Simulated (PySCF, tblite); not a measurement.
# C5H7ClN2Si: geometry, infrared bands and NMR shifts

Wanted: the infrared bands and NMR shifts of C5H7ClN2Si (`C=NC[Si@@H](Cl)/C=C/C#N`), by calculation.

The runs use tblite 0.8.0 and PySCF 2.14.0, with density-fitted response routines of our own; the level of theory stands in each step. All values are computed, except where a source is named. Atoms count from 0, in the outputs and in this text.

**1. The starting structure**

16 atoms, charge 0, multiplicity 1; geometry from: force field or distance geometry start.

Bonds of the start (Å): C0–N1 1.27, N1–C2 1.48, C2–Si3 1.86, Si3–Cl4 2.05, Si3–C5 1.83, C5–C6 1.35, C6–C7 1.43, C7–N8 1.16, C0–H9 1.11, C0–H10 1.10, C2–H11 1.11, C2–H12 1.09, Si3–H13 1.49, C5–H14 1.08, C6–H15 1.09.

**2. Optimising the geometry with GFN2-xTB**

What the job is given:

```
{"job": {"kind": "relax", "xc": "GFN2-xTB", "basis": "xTB"}, "charge": 0, "multiplicity": 1}
C     -2.133700     1.899500    -0.631600
N     -1.376200     1.054100    -0.062200
C     -1.358300    -0.272000    -0.711400
Si    -0.281300    -1.461400     0.220400
Cl    -0.185000    -3.240300    -0.797800
C      1.473500    -0.955100     0.333200
C      1.908100     0.251200     0.748600
C      3.295700     0.585900     0.814000
N      4.419800     0.854100     0.856900
H     -2.743700     1.672900    -1.526200
H     -2.232600     2.922000    -0.228800
H     -2.389700    -0.675200    -0.758600
H     -0.993200    -0.167400    -1.728600
H     -0.810400    -1.778600     1.577600
H      2.186900    -1.708100     0.034700
H      1.212400     1.027400     1.074500
```

Command:

```console
> OMP_NUM_THREADS=1 python probes_run.py task.json out
```

The driver reads the jobs from task.json and runs them one after another.

**Question.** This job is followed by: GFN2-xTB harmonic vibrations, gas phase; GIAO PBE0/pcSseg-1 NMR shielding, non-relativistic, gas phase. Predict these results of the whole session: strongest single infrared mode (GFN2-xTB); zero-point energy (GFN2-xTB); 13C shifts against TMS (PBE0/pcSseg-1); 1H shifts against TMS (PBE0/pcSseg-1); 15N shifts against NH3 (PBE0/pcSseg-1); 29Si shifts against TMS (PBE0/pcSseg-1); 35Cl shifts against HCl (PBE0/pcSseg-1).

The runs gave:

```
                                 quantity                                         value
strongest single infrared mode (GFN2-xTB)                          644 cm⁻¹, 241 km/mol
             zero-point energy (GFN2-xTB)                                 67.3 kcal/mol
   13C shifts against TMS (PBE0/pcSseg-1)          158.5, 157.7, 129.2, 122.4, 60.7 ppm
    1H shifts against TMS (PBE0/pcSseg-1)  7.74, 7.59, 7.20, 7.15, 5.18, 4.49, 3.64 ppm
   15N shifts against NH3 (PBE0/pcSseg-1)                              390.8, 325.1 ppm
  29Si shifts against TMS (PBE0/pcSseg-1)                                      -7.9 ppm
  35Cl shifts against HCl (PBE0/pcSseg-1)                                       -23 ppm
```

In words: The optimisation took 134 steps and gained 0.394 eV; among the close pairs (by a distance rule), C2–Si3 changed most, from 1.855 to 1.921 Å. No mode is imaginary among the 42: a minimum at this level. The strongest single mode, at 644 cm⁻¹, is spread over many atoms; the largest shares are those of Si3, H13. GFN2-xTB is a fitted tight-binding method: band positions and strengths are rough. Its intensities can rank the bands wrongly. At PBE0/pcSseg-1: The largest span, 770 ppm, is at N1, where the paramagnetic term is -453 ppm.
